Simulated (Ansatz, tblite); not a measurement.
**C₈H₂₄Sn₃: one state, many levels**

The task here is to estimate one member of a computed series from the others.

Computed with Ansatz 0.2.0, Gaussian basis. Level: as each input shows.

Plan: GFN1-xTB, GFN2-xTB, PBE-D4/def2-SVP, r2SCAN-D4/def2-SVP, MP2/def2-SVP, RPA/def2-SVP.

10 further runs of the same task are left out: 4 that didn't finish, 6 set aside as unsound or not needed.

### The relaxed structure

The geometry is that of the singlet, from an earlier relaxation (r2SCAN-D4/def2-SVP).

SMILES `[CH3][Sn]([CH3])([CH3])[Sn]([CH3])([CH3])[Sn]([CH3])([CH3])[CH3]`, 35 atoms, charge 0, spin multiplicity 1.

Bond lengths: C1–Sn2 2.174 Å, C1–H12 1.101 Å, C1–H13 1.101 Å, C1–H14 1.101 Å, Sn2–C3 2.173 Å, Sn2–C4 2.173 Å, Sn2–Sn5 2.794 Å, C3–H15 1.100 Å, C3–H16 1.100 Å, C3–H17 1.101 Å, C4–H18 1.100 Å, C4–H19 1.100 Å, C4–H20 1.101 Å, Sn5–C6 2.180 Å, Sn5–C7 2.180 Å, Sn5–Sn8 2.794 Å, C6–H21 1.100 Å, C6–H22 1.100 Å and more. Angles: Sn2–C1–H12 110.0°, Sn2–C1–H13 110.0°, Sn2–C1–H14 110.9°, H12–C1–H13 108.6°, H12–C1–H14 108.8°, H13–C1–H14 108.5°, C1–Sn2–C3 106.6°, C1–Sn2–C4 108.2°, C1–Sn2–Sn5 109.4°, C3–Sn2–C4 108.0°, C3–Sn2–Sn5 110.9°, C4–Sn2–Sn5 113.6°, Sn2–C3–H15 110.2°, Sn2–C3–H16 110.8°, Sn2–C3–H17 109.6°, H15–C3–H16 108.7°, H15–C3–H17 108.7°, H16–C3–H17 108.8° and more.

Sn takes a core potential in the def2 sets. No spin-orbit coupling is included.

PBE0-D4/def2-SVP was run before; its log isn't repeated, and its numbers join the tables.

Set-up of the first run:

Tight binding, by tblite at 300 K electronic temperature and without a spin-polarisation term:

```python
tblite.interface.Calculator('GFN1-xTB', numbers, positions, charge=0, uhf=0).singlepoint()
```

Tight binding, by tblite at 300 K electronic temperature and without a spin-polarisation term:

```python
tblite.interface.Calculator('GFN2-xTB', numbers, positions, charge=0, uhf=0).singlepoint()
```

start.molden holds the orbitals of an earlier run on this state, given as this run's starting guess.

File in.yaml:

```yaml
crystal:
  periodic: [false, false, false]
  atoms:
    - {symbol: C, position_ang: [2.087694, -0.834080, 2.158327]}
    - {symbol: Sn, position_ang: [2.278439, -0.106787, 0.118663]}
    - {symbol: C, position_ang: [2.729025, -1.835245, -1.118153]}
    - {symbol: C, position_ang: [3.982946, 1.238974, 0.035975]}
    - {symbol: Sn, position_ang: [-0.123676, 1.084034, -0.669084]}
    - {symbol: C, position_ang: [-0.289181, 3.105810, 0.129557]}
    - {symbol: C, position_ang: [-0.211430, 1.283681, -2.838235]}
    - {symbol: Sn, position_ang: [-2.206234, -0.524815, 0.270963]}
    - {symbol: C, position_ang: [-1.695262, -2.616157, -0.030279]}
    - {symbol: C, position_ang: [-4.107753, -0.144162, -0.710160]}
    - {symbol: C, position_ang: [-2.489539, -0.255920, 2.408195]}
    - {symbol: H, position_ang: [3.006958, -1.361128, 2.457786]}
    - {symbol: H, position_ang: [1.242406, -1.535275, 2.231217]}
    - {symbol: H, position_ang: [1.912336, -0.001523, 2.856335]}
    - {symbol: H, position_ang: [1.916228, -2.573686, -1.050967]}
    - {symbol: H, position_ang: [2.851389, -1.540544, -2.170987]}
    - {symbol: H, position_ang: [3.662625, -2.304447, -0.770331]}
    - {symbol: H, position_ang: [4.140813, 1.595152, -0.992973]}
    - {symbol: H, position_ang: [3.817558, 2.109281, 0.688315]}
    - {symbol: H, position_ang: [4.889252, 0.710981, 0.370976]}
    - {symbol: H, position_ang: [-0.270096, 3.089644, 1.228971]}
    - {symbol: H, position_ang: [0.549266, 3.719655, -0.232595]}
    - {symbol: H, position_ang: [-1.233955, 3.561540, -0.203281]}
    - {symbol: H, position_ang: [-0.111732, 0.300632, -3.320953]}
    - {symbol: H, position_ang: [0.604906, 1.934970, -3.185343]}
    - {symbol: H, position_ang: [-1.173006, 1.729965, -3.133448]}
    - {symbol: H, position_ang: [-0.742732, -2.847729, 0.470271]}
    - {symbol: H, position_ang: [-2.480361, -3.260440, 0.395182]}
    - {symbol: H, position_ang: [-1.591315, -2.843654, -1.101976]}
    - {symbol: H, position_ang: [-4.425468, 0.895432, -0.540448]}
    - {symbol: H, position_ang: [-4.876486, -0.820152, -0.304590]}
    - {symbol: H, position_ang: [-4.021929, -0.313659, -1.793787]}
    - {symbol: H, position_ang: [-1.565248, -0.507708, 2.949234]}
    - {symbol: H, position_ang: [-3.296396, -0.917966, 2.759516]}
    - {symbol: H, position_ang: [-2.760073, 0.785340, 2.638117]}
basis:
  gaussian: {orbitals: def2-SVP, initial_orbitals: start.molden}
hamiltonian: {xc: pbe, dispersion: d4}
scf: {omitted_lower_state_checks: [starts]}
output: {forces: true, orbitals: {seedname: orbitals}}
```

Run with:

```bash
$ ansatz run in.yaml --threads 4 --pin off --events-out ev --progress --plain --max-ram 6963MiB
```

Steps of the session up to this table: PBE-D4/def2-SVP; r2SCAN-D4/def2-SVP; MP2/def2-SVP; RPA/def2-SVP.

One table of the session follows, with a row left open; its other results are not shown here.

It belongs to the step «Binding energy». 

```
             level  binding an atom (eV)
       HF/def2-SVP                 2.786
   PBE-D4/def2-SVP                 3.743
r2SCAN-D4/def2-SVP                 3.701
  PBE0-D4/def2-SVP                     ?
      MP2/def2-SVP                 3.529
```

Estimate the missing values for PBE0-D4/def2-SVP.

**Answer.** binding an atom (eV): 3.716. In the column «binding an atom (eV)» it lies between r2SCAN-D4/def2-SVP (3.701) and PBE-D4/def2-SVP (3.743).

Limits of these values: Free atoms were run apart at each level; binding is atoms less cluster, divided by the number of atoms, without zero-point or spin-orbit terms.
